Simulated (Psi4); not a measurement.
**UCAM-B3LYP/cc-pVTZ run of SiH3Se (SMILES [SiH2][SeH])**

Aim: the vertical ionisation energy of SiH3Se at UCAM-B3LYP/cc-pVTZ, from 2 runs. 

The results are computed with Psi4 1.11.

1 further run of the same task is left out (set aside as unsound or not needed).

### 1 The system as given

The species is SiH3Se (5 atoms), meant as a doublet with charge 0. SMILES: `[SiH2][SeH]`. The coordinates come from a PBE0-D4/def2-TZVP relaxation. This is one conformer, not always the lowest.

Bond lengths: Si1–Se2 2.272 Å, Si1–H3 1.492 Å, Si1–H4 1.489 Å, Se2–H5 1.469 Å. Angles: Si1–Se2–H5 93.1°, Se2–Si1–H3 111.1°, Se2–Si1–H4 104.9°, H3–Si1–H4 110.2°.

### 2 Energy and gradient at UCAM-B3LYP/cc-pVTZ

Contents of job.inp:

```
memory 1.6 GB

molecule {
  0 2
  Si
  Se 1 R2
  H 1 R3 2 A3
  H 1 R4 3 A4 2 D4
  H 2 R5 1 A5 4 D5

  R2 = 2.272135
  R3 = 1.491751
  A3 = 111.05429
  R4 = 1.488846
  A4 = 110.21157
  D4 = -115.85731
  R5 = 1.468972
  A5 = 93.11917
  D5 = 170.70284
  symmetry c1
  no_reorient
  no_com
}

set {
  reference            uks
  puream               true
  e_convergence        1e-09
  d_convergence        1e-08
  scf_type             pk
  dft_radial_points    99
  dft_spherical_points 590
  maxiter              200
}

e, wfn = gradient('cam-b3lyp/cc-pVTZ', return_wfn=True)
oeprop(wfn, 'MULLIKEN_CHARGES', 'WIBERG_LOWDIN_INDICES', 'MAYER_INDICES', title='CAM-B3LYP')
print_variables()
```

On the command line:

```bash
$ psi4 -i job.inp -o job.out -n 1
```

job.out:

```text
[...]
  Running in c1 symmetry.
[...]
  Nuclear repulsion =  147.937345266169302
[...]
  Multiplicity = 2
[...]
  Nalpha       = 26
  Nbeta        = 25
[...]
    Number of basis functions: 119
[...]
   @UKS iter   1: -2692.39673015348490   -2.14097e+00   1.38732e-02 DIIS/ADIIS
[...]
   @UKS iter  13: -2693.00112895146322   -3.04681e-11   7.59850e-09 DIIS
[...]
   @S^2 Observed:                7.536957740E-01
[...]
    Orbital Energies [Eh]
    ---------------------
    Alpha Occupied:
       1A   -453.969297     2A    -66.236178     3A    -58.149739
       4A    -52.204072     5A    -52.203198     6A    -52.201648
       7A     -7.896277     8A     -5.841535     9A     -5.838188
      10A     -5.832777    11A     -5.379713    12A     -3.741638
      13A     -3.738041    14A     -3.736161    15A     -2.197607
      16A     -2.196615    17A     -2.192002    18A     -2.189356
      19A     -2.188685    20A     -0.799375    21A     -0.603114
      22A     -0.468023    23A     -0.419584    24A     -0.392520
      25A     -0.339049    26A     -0.263985
    Alpha Virtual:
[...]
  @UKS Final Energy: -2693.00112895146322
   => Energetics <=
    Nuclear Repulsion Energy =            147.9373452661693022
    One-Electron Energy =               -4041.2557576997728574
    Two-Electron Energy =                1285.1533649136990789
    DFT Exchange-Correlation Energy =     -84.8360814315587675
    Empirical Dispersion Energy =           0.0000000000000000
    VV10 Nonlocal Energy =                  0.0000000000000000
    Total Energy =                      -2693.0011289514632153
[...]
 Multipole Moments:
 ------------------------------------------------------------------------------------
     Multipole            Electronic (a.u.)      Nuclear  (a.u.)        Total (a.u.)
 ------------------------------------------------------------------------------------
 L = 1.  Multiply by 2.5417464519 to convert [e a0] to [Debye]
 Dipole X            :         -0.2883715            0.1087586           -0.1796129
 Dipole Y            :         -1.4691138            1.6261509            0.1570371
 Dipole Z            :         10.1730357          -10.3377632           -0.1647275
 Magnitude           :                                                    0.2899251
[...]
  -Total Gradient:
     Atom            X                  Y                   Z
    ------   -----------------  -----------------  -----------------
       1       -0.001810093845    -0.000428589859     0.002445653388
       2        0.001644537360    -0.001261993960    -0.001302016368
       3       -0.000015565559     0.001486352398    -0.000529146144
       4        0.001380066907    -0.000765871094    -0.000127993093
       5       -0.001202104881     0.000972027920    -0.000484280653
[...]
  Mulliken Charges: (a.u.)
   Center  Symbol    Alpha    Beta     Spin     Total
       1    SI     7.33987  6.56542  0.77446  0.09471
       2    SE    17.13452 16.99891  0.13560 -0.13343
       3     H     0.53468  0.47576  0.05893 -0.01044
       4     H     0.52206  0.49032  0.03174 -0.01238
       5     H     0.46886  0.46959 -0.00073  0.06155
   Total alpha = 26.00000, Total beta = 25.00000, Total charge = -0.00000
  Mayer Bond Indices:
  Total Bond Index:
[...]
```

It took 8.9 min on 1 thread of Intel Xeon 6975P-C (Granite Rapids), shared host; peak memory 1.7 GiB.

### 3 The singlet cation: the energy at CAM-B3LYP/cc-pVTZ

Contents of h3sesi.py:

```python
import psi4

psi4.set_memory('1600 MB')
psi4.set_num_threads(1)
psi4.set_output_file('run.log', False)

mol = psi4.geometry("""
1 1
Si     0.060900    -0.791800     0.205800
Se     0.776600     1.182400    -0.661900
H     -1.304300    -0.656200     0.791600
H      0.034200    -1.731400    -0.948800
H      0.482600     1.923300     0.572000
symmetry c1
no_reorient
no_com
""")

options = {'basis': 'cc-pVTZ', 'reference': 'rks', 'puream': True, 'e_convergence': 1e-09, 'd_convergence': 1e-08, 'scf_type': 'pk', 'dft_radial_points': 99, 'dft_spherical_points': 590}
psi4.set_options(options)

energy_value, wavefunction = psi4.energy('cam-b3lyp', return_wfn=True)
psi4.oeprop(wavefunction, 'QUADRUPOLE', 'WIBERG_LOWDIN_INDICES', 'MULLIKEN_CHARGES', title='CAM-B3LYP')
print(f'total energy {energy_value:.8f} hartree = {energy_value * 27.211386:.5f} eV')
for k, v in sorted(psi4.core.scalar_variables().items()):
    print(f'{k:45s} {v:18.10f}')
```

On the command line:

```bash
$ python h3sesi.py
```

run.log, cut to the lines that bear on the results:

```text
[...]
  Running in c1 symmetry.
[...]
  Nuclear repulsion =  147.937373273399146
[...]
  Multiplicity = 1
[...]
  Nalpha       = 25
  Nbeta        = 25
[...]
    Number of basis functions: 119
[...]
   @RKS iter   1: -2692.07877131472969   -1.82301e+00   1.37971e-02 DIIS/ADIIS
[...]
   @RKS iter  13: -2692.69945631707242   -2.59206e-11   8.84291e-09 DIIS
[...]
  @RKS Final Energy: -2692.69945631707242
   => Energetics <=
    Nuclear Repulsion Energy =            147.9373732733991460
    One-Electron Energy =               -4028.6240501766446869
    Two-Electron Energy =                1272.6430165731230773
    DFT Exchange-Correlation Energy =     -84.6557959869500820
    Empirical Dispersion Energy =           0.0000000000000000
    VV10 Nonlocal Energy =                  0.0000000000000000
    Total Energy =                      -2692.6994563170724177
[...]
 Multipole Moments:
 ------------------------------------------------------------------------------------
     Multipole            Electronic (a.u.)      Nuclear  (a.u.)        Total (a.u.)
 ------------------------------------------------------------------------------------
 L = 1.  Multiply by 2.5417464519 to convert [e a0] to [Debye]
 Dipole X            :        -49.5334882           50.0201057            0.4866175
 Dipole Y            :        -54.3450505           54.1446219           -0.2004286
 Dipole Z            :         36.5900771          -36.2989933            0.2910839
 Magnitude           :                                                    0.6014134
 L = 2.  Multiply by 1.3450342976 to convert [e a0^2] to [Debye ang]
 Quadrupole XX       :       -101.6322433           80.3234301          -21.3088132
 Quadrupole XY       :       -114.2357447          115.2394271            1.0036824
[...]
  Mulliken Charges: (a.u.)
   Center  Symbol    Alpha    Beta     Spin     Total
       1    SI     6.79332  6.79332  0.00000  0.41335
       2    SE    16.89246 16.89246  0.00000  0.21507
       3     H     0.43730  0.43730  0.00000  0.12540
       4     H     0.44435  0.44435  0.00000  0.11130
       5     H     0.43256  0.43256  0.00000  0.13487
   Total alpha = 25.00000, Total beta = 25.00000, Total charge =  1.00000
  Wiberg Bond Indices using Orthogonal Lowdin Orbitals:
[...]
```

On the terminal:

```text
total energy -2692.69945632 hartree = -73272.08429 eV
CURRENT ENERGY                                  -2692.6994563171
CURRENT REFERENCE ENERGY                        -2692.6994563171
DD SOLVATION ENERGY                                 0.0000000000
DFT FUNCTIONAL TOTAL ENERGY                     -2692.6994563171
DFT TOTAL ENERGY                                -2692.6994563171
DFT VV10 ENERGY                                     0.0000000000
DFT XC ENERGY                                     -84.6557959870
GRID ELECTRONS ALPHA                               25.0000000533
GRID ELECTRONS BETA                                25.0000000533
GRID ELECTRONS TOTAL                               50.0000001067
NUCLEAR REPULSION ENERGY                          147.9373732734
ONE-ELECTRON ENERGY                             -4028.6240501766
PCM POLARIZATION ENERGY                             0.0000000000
PE ENERGY                                           0.0000000000
SCF ITERATION ENERGY                            -2692.6994563171
SCF ITERATIONS                                     13.0000000000
SCF TOTAL ENERGY                                -2692.6994563171
TWO-ELECTRON ENERGY                              1272.6430165731
XC GRID RADIAL POINTS                              99.0000000000
XC GRID SPHERICAL POINTS                          590.0000000000
XC GRID TOTAL POINTS                           277129.0000000000
```

Run time: 2.3 min. Hardware: 1 thread of Intel Xeon 6975P-C (Granite Rapids), shared host; peak memory 1.7 GiB.

### 4 Outcome

Level: UCAM-B3LYP/cc-pVTZ.

```
                                          quantity           value
                      doublet SiH3Se: total energy  -2693.00113 Eh
                     doublet SiH3Se: dipole moment          0.74 D
doublet SiH3Se: HOMO energy (highest over α and β)        -7.18 eV
 doublet SiH3Se: LUMO energy (lowest over α and β)        -1.77 eV
                              doublet SiH3Se: ⟨S²⟩           0.754
          doublet SiH3Se: largest force on an atom      0.158 eV/Å
                      singlet cation: total energy  -2692.69946 Eh
                       singlet cation: HOMO energy       -14.99 eV
                       singlet cation: LUMO energy        -9.12 eV
                     singlet cation: HOMO–LUMO gap         5.87 eV
vertical ionisation energy (to the singlet cation)        8.209 eV
```

The vertical ionisation energy comes to 8.21 eV (792 kJ/mol). Only the singlet of the ionised species was computed; a triplet could lie lower. Mulliken charges (doublet SiH3Se) run from -0.13 on Se2 to +0.09 on Si1. Mulliken charges (singlet cation) run from +0.11 on H4 to +0.41 on Si1.
